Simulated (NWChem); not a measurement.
# One shape, several levels: AgH (SMILES [AgH])

Aim: a comparison of 6 runs (CAM-B3LYP/def2-TZVPP, PBE/def2-TZVPP, PBE0/def2-TZVPP, TPSS/def2-TZVPP, revPBE/def2-TZVPP, CCSD(T)/def2-TZVPP) of AgH. 

Program for the calculation: NWChem 7.3.0.

1 further run of the same task is left out (set aside as unsound or not needed).

**1. The structure to begin with**

AgH has 2 atoms, charge 0, and is taken as a singlet. SMILES: `[AgH]`. The Ag1–H2 distance was set to 1.861 Å, away from the relaxed value.

Bond lengths: Ag1–H2 1.861 Å.

**2. A single-point energy at CAM-B3LYP/def2-TZVPP (core potential) (run 1)**

Input file agh.nw:

```
START agh
memory total 2200 mb

GEOMETRY noautosym nocenter noautoz
   Ag    0.000000    0.000000   -0.242700
   H     0.000000    0.000000    1.618100
END

BASIS spherical bse
   * library def2-TZVPP
END

ECP bse
   Ag library def2-TZVPP
END

DFT
   xc xcamb88 1.00 lyp 0.81 vwn_5 0.19 hfexch 1.00
   cam 0.33 cam_alpha 0.19 cam_beta 0.46
   grid xfine
   convergence energy 1e-08
   direct
   maxiter 100
   mulliken
   print medium
END

TASK dft energy
```

Command:

```sh
$ nwchem agh.nw > agh.out
```

What it wrote:

```text
[...]
          Wavefunction type:  closed shell.
          No. of atoms     :     2
          No. of electrons :    20
[...]
          Charge           :     0
          Spin multiplicity:     1
[...]
          AO basis - number of functions:    70
[...]
              XC Information
              --------------
                     Hartree-Fock (Exact) Exchange  1.000
                   CAM-Becke88 Exchange Functional  1.000
                      VWN V Correlation Functional  0.190 local
              Lee-Yang-Parr Correlation Functional  0.810
[...]
 d= 0,ls=0.0,diis     1   -147.4316534969 -1.53D+02  1.30D-02  7.15D-01     4.1
[...]
 d= 0,ls=0.0,diis    11   -147.5151607177 -6.91D-10  1.36D-07  2.08D-10    37.3
         Total DFT energy =     -147.515160717734
      One electron energy =     -272.321981314090
           Coulomb energy =      133.812228863502
    Exchange-Corr. energy =      -14.408658337543
 Nuclear repulsion energy =        5.403250070397
[...]
      Total Density - Mulliken Population Analysis
     ---------------------------------------------
    Atom       Charge   Shell Charges
 -----------   ------   -------------------------------------------------------
    1 Ag  19    18.84   0.03 -0.42  1.67  0.72  0.61  0.20  5.25  0.73  0.08  0.03  5.77  3.18  0.98  0.00  0.00  0.00
    2 H    1     1.16   0.19  0.49  0.47  0.00  0.01  0.00
[...]
```

It took 38 s on 1 thread of Intel Xeon 6975P-C (Granite Rapids), shared host; peak memory 0.12 GiB.

**3. The energy at PBE/def2-TZVPP (core potential) (run 2)**

Input file agh.nw:

```
start agh
memory total 2200 mb
charge 0

geometry noautosym nocenter noautoz
  Ag       0.000000       0.000000      -0.242700
  H        0.000000       0.000000       1.618100
end

basis spherical bse
  Ag library def2-TZVPP
  H library def2-TZVPP
end

ecp bse
  Ag library def2-TZVPP
end

dft
  xc xpbe96 cpbe96
  mult 1
  grid xfine
  convergence energy 1e-08
  maxiter 100
  mulliken
  noprint "final vectors analysis"
end

task dft energy
```

Command:

```sh
$ nwchem agh.nw > agh.out
```

What it wrote:

```text
[...]
          Wavefunction type:  closed shell.
          No. of atoms     :     2
          No. of electrons :    20
[...]
          Charge           :     0
          Spin multiplicity:     1
[...]
          AO basis - number of functions:    70
[...]
              XC Information
              --------------
          PerdewBurkeErnzerhof Exchange Functional  1.000
            Perdew 1991 LDA Correlation Functional  1.000 local
           PerdewBurkeErnz. Correlation Functional  1.000 non-local
[...]
 d= 0,ls=0.0,diis     1   -147.4744718240 -1.53D+02  2.18D-02  7.71D-01     1.8
[...]
 d= 0,ls=0.0,diis    11   -147.5632735236 -7.76D-09  6.19D-07  1.21D-09    19.4
         Total DFT energy =     -147.563273523577
      One electron energy =     -272.192063335085
           Coulomb energy =      133.653102819260
    Exchange-Corr. energy =      -14.427563078149
 Nuclear repulsion energy =        5.403250070397
[...]
      Total Density - Mulliken Population Analysis
     ---------------------------------------------
    Atom       Charge   Shell Charges
 -----------   ------   -------------------------------------------------------
    1 Ag  19    18.89   0.03 -0.42  1.68  0.71  0.71  0.20  5.27  0.72  0.05  0.02  5.73  3.17  1.02  0.00  0.00  0.00
    2 H    1     1.11   0.19  0.49  0.41  0.00  0.01  0.00
[...]
```

Wall time 20 s (1 thread of Intel Xeon 6975P-C (Granite Rapids), shared host); peak memory 0.13 GiB.

Run 3 isn't shown in full; the table further down has it.

**4. The energy at TPSS/def2-TZVPP (core potential) (run 4)**

Input file m1.xyz:

```xyz
2
AgH TPSS
Ag     0.000000     0.000000    -0.242700
H      0.000000     0.000000     1.618100
```

Input file run.py:

```python
from ase.io import read
from ase.calculators.nwchem import NWChem

system = read('m1.xyz')

calc = NWChem(
    label='m1',
    theory='dft',
    memory='2200 mb',
    basis='def2-TZVPP',
    basispar='spherical bse',
    dft={'xc': 'xtpss03 ctpss03', 'mult': '1', 'grid': 'xfine', 'convergence': 'energy 1e-08', 'iterations': '100', 'mulliken': None},
    task='energy',
    **{'ecp bse': {'Ag library': 'def2-TZVPP'}},
)
system.calc = calc

e = system.get_potential_energy()
print(f"E = {e:.6f} eV")
print("dipole (e A):", system.get_dipole_moment().round(4))
```

Command:

```sh
$ export ASE_NWCHEM_COMMAND="nwchem PREFIX.nwi > PREFIX.nwo"
$ python run.py
```

What it wrote:

```text
E = -4013.582979 eV
dipole (e A): [ 0.     -0.     -0.6034]
```

The calculator wrote m1.nwi:

```
title "m1"

permanent_dir m1

scratch_dir m1

start m1

geometry units angstrom nocenter noautosym noautoz
  Ag 0.0000000000000000e+00 0.0000000000000000e+00 -2.4270000000000000e-01
  H  0.0000000000000000e+00 0.0000000000000000e+00 1.6181000000000001e+00
end

memory 2200 mb

basis spherical bse noprint
   * library def2-TZVPP
end

dft
  xc xtpss03 ctpss03
  mult 1
  grid xfine
  convergence energy 1e-08
  iterations 100
  mulliken
end
ecp bse
  Ag library def2-TZVPP
end

task dft energy
```

m1.nwo:

```text
Northwest Computational Chemistry Package (NWChem) 7.3.0
             --------------------------------------------------------

           Job information
           ---------------

    nwchem branch   = 7.3.0
    use scalapack   = T
    input           = m1.nwi
    prefix          = m1.
    data base       = m1/m1.db
    status          = startup
    nproc           =        1

           Memory information
           ------------------

    heap     =     72089598 doubles =      550.0 Mbytes
    stack    =     72089595 doubles =      550.0 Mbytes
    global   =    144179200 doubles =     1100.0 Mbytes (distinct from heap & stack)
    total    =    288358393 doubles =     2200.0 Mbytes
    verify   = yes
    hardfail = no

[... 74 lines left out ...]
  convergence criterion.
[... 18 lines left out ...]
          Convergence on density requested:  1.00D-05
[... 20 lines left out ...]
          Convergence Information
[... 58 lines left out ...]
   convergence    iter        energy       DeltaE   RMS-Dens  Diis-err    time
[... 21 lines left out ...]
           Coulomb energy =      133.675018089193
[... 7 lines left out ...]
                       DFT Final Molecular Orbital Analysis
[... 515 lines left out ...]
 center of mass
 --------------
 x =   0.00000000 y =   0.00000000 z =  -0.42579596

 moments of inertia (a.u.)
 ------------------
          12.345456482204           0.000000000000           0.000000000000
           0.000000000000          12.345456482204           0.000000000000
           0.000000000000           0.000000000000           0.000000000000

     Multipole analysis of the density
     ---------------------------------

     L   x y z        total         alpha         beta         nuclear
     -   - - -        -----         -----         ----         -------
     0   0 0 0     -0.000000    -10.000000    -10.000000     20.000000

     1   1 0 0      0.000000      0.000000      0.000000      0.000000
[... 8 lines of this table left out ...]
     2   0 0 2    -15.450516    -14.398524    -14.398524     13.346532

 Task  times  cpu:       14.3s     wall:       14.3s
 Total times  cpu:       14.3s     wall:       14.3s
```

Wall time 16 s (1 thread of Intel Xeon 6975P-C (Granite Rapids), shared host); peak memory 0.13 GiB.

Run 5 isn't shown in full; the table further down has it.

**5. The energy at CCSD(T)/def2-TZVPP (core potential) (run 6)**

Input file agh.nw:

```
start agh
title "AgH"
memory total 2200 mb

geometry units au noautosym nocenter noautoz
Ag     0.00000000     0.00000000    -0.45863653
H      0.00000000     0.00000000     3.05776584
end

basis spherical bse
* library def2-TZVPP
end

ecp bse
Ag library def2-TZVPP
end

scf
thresh 1e-08
maxiter 80
print medium
end

ccsd
maxiter 60
end

task ccsd(t) energy
```

Command:

```sh
$ nwchem agh.nw > agh.out
```

What it wrote:

```text
[...]
  functions       =    70
[...]
  wavefunction    = RHF
[...]
         Total SCF energy =   -146.657161696047
      One-electron energy =   -272.722777564863
      Two-electron energy =    120.662366183257
 Nuclear repulsion energy =      5.403249685559
        Time for solution =      6.4s
[...]
 Total MP2 energy:           -147.339236473649407
[...]
             energy      energy      error      ampl     ampl      Block
                                                time     time      time
[...]
 Total CCSD energy:           -147.315459205738307
[...]
 Total CCSD+T(CCSD) energy:           -147.337658275484415
[...]
 Total CCSD(T) energy:                -147.335716733902956
[...]
```

Wall time 74 s (1 thread of Intel Xeon 6975P-C (Granite Rapids), shared host); peak memory 0.19 GiB.

**6. All runs side by side**

```
run                                  level  integration grid  iteration cap  energy (Eh)  dipole moment (D)  HOMO energy (eV)  LUMO energy (eV)  wall time
  1  CAM-B3LYP/def2-TZVPP (core potential)             xfine            100  -147.515161               3.32             -8.11             -1.57       38 s
  2        PBE/def2-TZVPP (core potential)             xfine            100  -147.563274               2.58                 –                 –       20 s
  3       PBE0/def2-TZVPP (core potential)             xfine            100  -147.542194               3.15             -6.80             -2.32       12 s
  4       TPSS/def2-TZVPP (core potential)             xfine            100  -147.496455               2.90             -5.87             -2.99       16 s
  5     revPBE/def2-TZVPP (core potential)             xfine            100  -147.615370               2.68             -5.83             -3.08       16 s
  6    CCSD(T)/def2-TZVPP (core potential)                 –             80  -147.335717                  –             -8.71              0.12       74 s
```

**7. Outcome**

| quantity | value |
| --- | --- |
| run 6: total energy | -147.33572 Eh |
| run 6: HOMO energy (Hartree–Fock orbitals) | -8.71 eV |
| run 6: LUMO energy (Hartree–Fock orbitals) | 0.12 eV |
| run 6: HOMO–LUMO gap (Hartree–Fock orbitals) | 8.83 eV |
| run 6: correlation energy | -678.6 mEh |
| run 6: (T) correction | -20.26 mEh |

Over runs 1, 2, 3, 4, 5 the dipole moment (its size) runs from 2.58 D (PBE/def2-TZVPP) to 3.32 D (CAM-B3LYP/def2-TZVPP). Over runs 1, 3, 4, 5 the HOMO–LUMO gap runs from 2.74 eV (revPBE/def2-TZVPP) to 6.54 eV (CAM-B3LYP/def2-TZVPP). Totals of different functionals can't be ranked against each other. All runs together took 2.9 min, the longest 74 s.
